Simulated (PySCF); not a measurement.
# One shape, several levels: C2H7AlFN (SMILES C[CH2][Al]([NH2])[F])

Aim: a comparison of 6 runs (HF/STO-3G, HF/def2-SVP, B3LYP/6-31G*, PBE0/def2-SVP, r2SCAN/cc-pVDZ) of C2H7AlFN. The job is set up through a Python script.

Program for the calculation: PySCF 2.14.0.

### 1 The system as given

C2H7AlFN has 12 atoms, charge 0, and is taken as a singlet. As SMILES, `C[CH2][Al]([NH2])[F]`. Geometry: relaxed at PBE0-D4/def2-TZVP. This is one conformer, not always the lowest.

Bond lengths: C1–C2 1.529 Å, C2–Al3 1.947 Å, Al3–N4 1.762 Å, Al3–F5 1.656 Å, C1–H6 1.094 Å, C1–H7 1.094 Å, C1–H8 1.094 Å, C2–H9 1.097 Å, C2–H10 1.097 Å, N4–H11 1.007 Å, N4–H12 1.006 Å. Some angles: C1–C2–Al3 115.0°, C2–Al3–N4 123.1°, C2–Al3–F5 120.4°, N4–Al3–F5 116.5°, C1–C2–H9 110.3°, C1–C2–H10 110.3°, Al3–C2–H9 108.0°, Al3–C2–H10 108.1°, C2–C1–H6 112.0°, C2–C1–H7 111.7°.

### 2 Energy and forces at HF/STO-3G (run 1)

run.py reads:

```python
import pyscf.grad
from pyscf import gto

system = gto.Mole()
system.atom = '''
C       -0.605000       0.715800       1.318200
C        0.529200       0.985200       0.328300
Al       0.722500      -0.342400      -1.082100
N       -0.319500      -1.755800      -1.223400
F        1.907100      -0.181200      -2.227700
H       -0.669000       1.490000       2.088400
H       -0.473900      -0.239600       1.833900
H       -1.577400       0.678400       0.819400
H        1.486800       1.060500       0.857600
H        0.397400       1.966300      -0.144000
H       -0.245800      -2.459600      -1.939500
H       -1.075300      -1.972600      -0.595100
'''
system.basis = 'sto-3g'
system.verbose = 3
system.charge = 0
system.max_memory = 1860
system.build()

mf = system.RHF()
mf.conv_tol = 1e-10
mf.kernel()
if not mf.converged:
    mf = mf.newton().run(mf.mo_coeff, mf.mo_occ)

e_final = mf.e_tot
print(f'total energy: {e_final:.8f} hartree')
grad = mf.Gradients().kernel()
mf.analyze()
```

Run with:

```bash
$ OMP_NUM_THREADS=1 python run.py
```

The program printed:

```text
converged SCF energy = -469.779891686919
total energy: -469.77989169 hartree
--------------- RHF gradients ---------------
         x                y                z
0 C     0.0111238266     0.0002393526    -0.0119992200
1 C    -0.0200728980     0.0080399798     0.0291974307
2 Al    -0.0037168757     0.0077007754     0.0110244461
3 N    -0.0271552988    -0.0375859804    -0.0043581687
4 F     0.0251015180     0.0038922460    -0.0238450116
5 H    -0.0003551052     0.0036456950     0.0036925933
6 H    -0.0003589378    -0.0047816152     0.0029070425
7 H    -0.0052651150    -0.0006553565    -0.0016184565
8 H     0.0098860732     0.0013780875     0.0000716028
9 H     0.0029241969     0.0072187437    -0.0063255608
10 H     0.0003936482     0.0071151228     0.0059969440
11 H     0.0074949677     0.0037929493    -0.0047436418
----------------------------------------------
**** MO energy ****
MO #1   energy= -57.8076387054135  occ= 2
MO #2   energy= -25.7488950533222  occ= 2
MO #3   energy= -15.1899902808572  occ= 2
MO #4   energy= -11.0252414295835  occ= 2
MO #5   energy= -10.9606637870517  occ= 2
MO #6   energy= -4.73531086812089  occ= 2
MO #7   energy= -2.96500923919202  occ= 2
MO #8   energy= -2.96477146639445  occ= 2
MO #9   energy= -2.96287249438606  occ= 2
MO #10  energy= -1.36316595350359  occ= 2
MO #11  energy= -1.00771209252376  occ= 2
MO #12  energy= -0.956988302377804 occ= 2
MO #13  energy= -0.781490880601357 occ= 2
MO #14  energy= -0.555088073895924 occ= 2
MO #15  energy= -0.552089900274109 occ= 2
MO #16  energy= -0.536673091144618 occ= 2
MO #17  energy= -0.493698222669776 occ= 2
MO #18  energy= -0.460227299941983 occ= 2
MO #19  energy= -0.441630036719212 occ= 2
MO #20  energy= -0.41041025848207  occ= 2
MO #21  energy= -0.387281345470544 occ= 2
MO #22  energy= -0.382631209840795 occ= 2
MO #23  energy= -0.318467473732978 occ= 2
MO #24  energy= -0.288816092557773 occ= 2
MO #25  energy= 0.377612426129253  occ= 0
MO #26  energy= 0.429297750135229  occ= 0
MO #27  energy= 0.617113055210691  occ= 0
MO #28  energy= 0.65476948101683   occ= 0
MO #29  energy= 0.663876796586298  occ= 0
MO #30  energy= 0.704902365416314  occ= 0
MO #31  energy= 0.731406865101633  occ= 0
MO #32  energy= 0.759117099453849  occ= 0
MO #33  energy= 0.799360770048899  occ= 0
MO #34  energy= 0.804678330322843  occ= 0
MO #35  energy= 0.851879963676347  occ= 0
MO #36  energy= 0.860725813030671  occ= 0
 ** Mulliken atomic charges  **
charge of    0C =     -0.09802
charge of    1C =     -0.24290
charge of    2Al =      0.86587
charge of    3N =     -0.47440
charge of    4F =     -0.31101
charge of    5H =      0.02396
charge of    6H =      0.02045
charge of    7H =      0.02047
charge of    8H =      0.00916
charge of    9H =      0.00915
charge of   10H =      0.08923
charge of   11H =      0.08805
Dipole moment(X, Y, Z, Debye): -0.68360, -0.38866,  0.39504
```

It took 5.1 s on 1 thread of Intel Xeon at 2.50GHz (Skylake/Cascade Lake), shared host; peak memory 0.12 GiB.

### 3 Energy and gradient at HF/def2-SVP (run 2)

calc.py reads:

```python
import pyscf.grad
from pyscf import gto, scf

mol = gto.M(
    atom='''
C       -0.605000       0.715800       1.318200
C        0.529200       0.985200       0.328300
Al       0.722500      -0.342400      -1.082100
N       -0.319500      -1.755800      -1.223400
F        1.907100      -0.181200      -2.227700
H       -0.669000       1.490000       2.088400
H       -0.473900      -0.239600       1.833900
H       -1.577400       0.678400       0.819400
H        1.486800       1.060500       0.857600
H        0.397400       1.966300      -0.144000
H       -0.245800      -2.459600      -1.939500
H       -1.075300      -1.972600      -0.595100
''',
    basis='def2-svp',
    max_memory=1860,
    verbose=4,
)

hf = scf.RHF(mol)
hf.conv_tol = 1e-10
hf.kernel()
if not hf.converged:
    hf = hf.newton().run(hf.mo_coeff, hf.mo_occ)

e_final = hf.e_tot
print('E(%s) = %.9f' % ('HF', e_final))
grad = hf.Gradients().kernel()
hf.analyze()
```

Run with:

```bash
$ OMP_NUM_THREADS=1 python calc.py
```

The program printed:

```text
PySCF version 2.14.0

[... 84 lines left out ...]
One-electron Energy =                -1094.804396555025050
[... 15 lines left out ...]
MO #11  energy= -1.09148881269679  occ= 2
[... 13 lines left out ...]
MO #25  energy= 0.110933871835424  occ= 0
[... 13 lines left out ...]
MO #39  energy= 0.538939383281577  occ= 0
[... 13 lines left out ...]
MO #53  energy= 0.929110952824135  occ= 0
[... 13 lines left out ...]
MO #67  energy= 1.55356074604694   occ= 0
[... 13 lines left out ...]
MO #81  energy= 2.1391270623083    occ= 0
[... 13 lines left out ...]
MO #95  energy= 2.89988236755642   occ= 0
[... 13 lines left out ...]
MO #109 energy= 3.935726945255     occ= 0
[... 124 lines left out ...]
Dipole moment(X, Y, Z, Debye): -1.72206, -0.64519,  1.29506
```

Run time: 24 s. Hardware: 1 thread of Intel Xeon at 2.50GHz (Skylake/Cascade Lake), shared host; peak memory 0.25 GiB.

### 4 Energy and gradient at B3LYP/6-31G(d) (spherical functions) (run 3)

input.xyz reads:

```xyz
12
C2H7AlFN
C     -0.605000     0.715800     1.318200
C      0.529200     0.985200     0.328300
Al     0.722500    -0.342400    -1.082100
N     -0.319500    -1.755800    -1.223400
F      1.907100    -0.181200    -2.227700
H     -0.669000     1.490000     2.088400
H     -0.473900    -0.239600     1.833900
H     -1.577400     0.678400     0.819400
H      1.486800     1.060500     0.857600
H      0.397400     1.966300    -0.144000
H     -0.245800    -2.459600    -1.939500
H     -1.075300    -1.972600    -0.595100
```

calc.py reads:

```python
import pyscf.grad
from pyscf import gto, dft

mol = gto.Mole()
mol.atom = 'input.xyz'
mol.max_memory = 1860
mol.verbose = 4
mol.spin = 0
mol.basis = '6-31g*'
mol.build()

calc0 = dft.RKS(mol)
calc0.xc = 'b3lyp'
calc0.conv_tol = 1e-10
calc0.grids.level = 5
calc0.kernel()
if not calc0.converged:
    calc0 = calc0.newton().run(calc0.mo_coeff, calc0.mo_occ)

energy = calc0.e_tot
print(f'total energy: {energy:.8f} hartree')
grad = calc0.Gradients().kernel()
dip = calc0.dip_moment()
pop, q = calc0.mulliken_pop()
```

Run with:

```bash
$ OMP_NUM_THREADS=1 python calc.py
```

The program printed:

```text
PySCF version 2.14.0

[... 82 lines left out ...]
converged SCF energy = -477.564287033368
total energy: -477.56428703 hartree
[... 12 lines left out ...]
Dipole moment(X, Y, Z, Debye): -1.64143, -0.66064,  1.19316
[... 101 lines left out ...]
charge of   11H =      0.32351
```

Wall time 78 s (1 thread of Intel Xeon at 2.50GHz (Skylake/Cascade Lake), shared host); peak memory 0.87 GiB.

Runs 4 to 5 aren't shown in full; the table further down has their settings and results.

### 5 Energy and forces at r2SCAN/cc-pVDZ (run 6)

run.py reads:

```python
# C[CH2][Al]([NH2])[F]
from pyscf import gto, dft

mol = gto.M(
    atom='''
C   -0.605000   0.715800   1.318200
C    0.529200   0.985200   0.328300
Al   0.722500  -0.342400  -1.082100
N   -0.319500  -1.755800  -1.223400
F    1.907100  -0.181200  -2.227700
H   -0.669000   1.490000   2.088400
H   -0.473900  -0.239600   1.833900
H   -1.577400   0.678400   0.819400
H    1.486800   1.060500   0.857600
H    0.397400   1.966300  -0.144000
H   -0.245800  -2.459600  -1.939500
H   -1.075300  -1.972600  -0.595100
''',
    charge=0,
    max_memory=1860,
    spin=0,
    verbose=4,
    basis='cc-pvdz',
)

ks = dft.RKS(mol, xc='r2scan')
ks.conv_tol = 1e-10
ks.grids.level = 5
ks.kernel()
if not ks.converged:
    ks = ks.newton().run(ks.mo_coeff, ks.mo_occ)

e_final = ks.e_tot
print('E(%s) = %.9f' % ('R2SCAN', e_final))
grad = ks.nuc_grad_method().kernel()
ks.analyze()
```

Run with:

```bash
$ OMP_NUM_THREADS=1 python run.py
```

The program printed:

```text
PySCF version 2.14.0

[... 102 lines left out ...]
One-electron Energy =                -1095.261732599482684
[... 15 lines left out ...]
MO #11  energy= -0.791023446811038 occ= 2
[... 13 lines left out ...]
MO #25  energy= 0.00160544063650025 occ= 0
[... 13 lines left out ...]
MO #39  energy= 0.306438054865836  occ= 0
[... 13 lines left out ...]
MO #53  energy= 0.684996281254806  occ= 0
[... 13 lines left out ...]
MO #67  energy= 1.26824211258839   occ= 0
[... 13 lines left out ...]
MO #81  energy= 1.72171814150902   occ= 0
[... 13 lines left out ...]
MO #95  energy= 2.28203558606978   occ= 0
[... 13 lines left out ...]
MO #109 energy= 3.74429297860863   occ= 0
[... 124 lines left out ...]
Dipole moment(X, Y, Z, Debye): -1.76852, -0.69271,  1.30259
```

It took 2.2 min on 1 thread of Intel Xeon at 2.50GHz (Skylake/Cascade Lake), shared host; peak memory 1.1 GiB.

### 6 The series

| run | level | integration grid | Cartesian functions | energy (Eh) | dipole moment (D) | HOMO energy (eV) | LUMO energy (eV) | wall time |
| --- | --- | --- | --- | --- | --- | --- | --- | --- |
| 1 | HF/STO-3G | – | no | -469.779892 | 0.88 | -7.86 | 10.28 | 5.1 s |
| 2 | HF/def2-SVP | – | no | -475.484983 | 2.25 | -10.96 | 3.02 | 24 s |
| 3 | B3LYP/6-31G* (spherical functions) | 5 | no | -477.564287 | 2.13 | -6.90 | 0.15 | 78 s |
| 4 | B3LYP/6-31G* (Cartesian functions) | 5 | yes | -477.569993 | 2.13 | -6.90 | 0.13 | 74 s |
| 5 | PBE0/def2-SVP | 5 | no | -476.941713 | 2.21 | -7.33 | 0.32 | 81 s |
| 6 | r2SCAN/cc-pVDZ | 5 | no | -477.419153 | 2.30 | -6.21 | 0.04 | 2.2 min |

### 7 Results

| quantity | value |
| --- | --- |
| run 6: total energy | -477.41915 Eh |
| run 6: dipole moment | 2.30 D |
| run 6: HOMO energy | -6.21 eV |
| run 6: LUMO energy | 0.04 eV |
| run 6: HOMO–LUMO gap | 6.25 eV |
| run 6: largest force on an atom | 1.292 eV/Å |

In words: The dipole moment (its size) runs from 0.88 D (HF/STO-3G) to 2.30 D (r2SCAN/cc-pVDZ). The two ends differ in method and basis. The HOMO–LUMO gap runs from 6.25 eV (r2SCAN/cc-pVDZ) to 18.13 eV (HF/STO-3G). Totals of different functionals can't be ranked against each other. In run 1 the basis is minimal, so the values are rough. All runs together took 6.6 min, the longest 2.2 min.
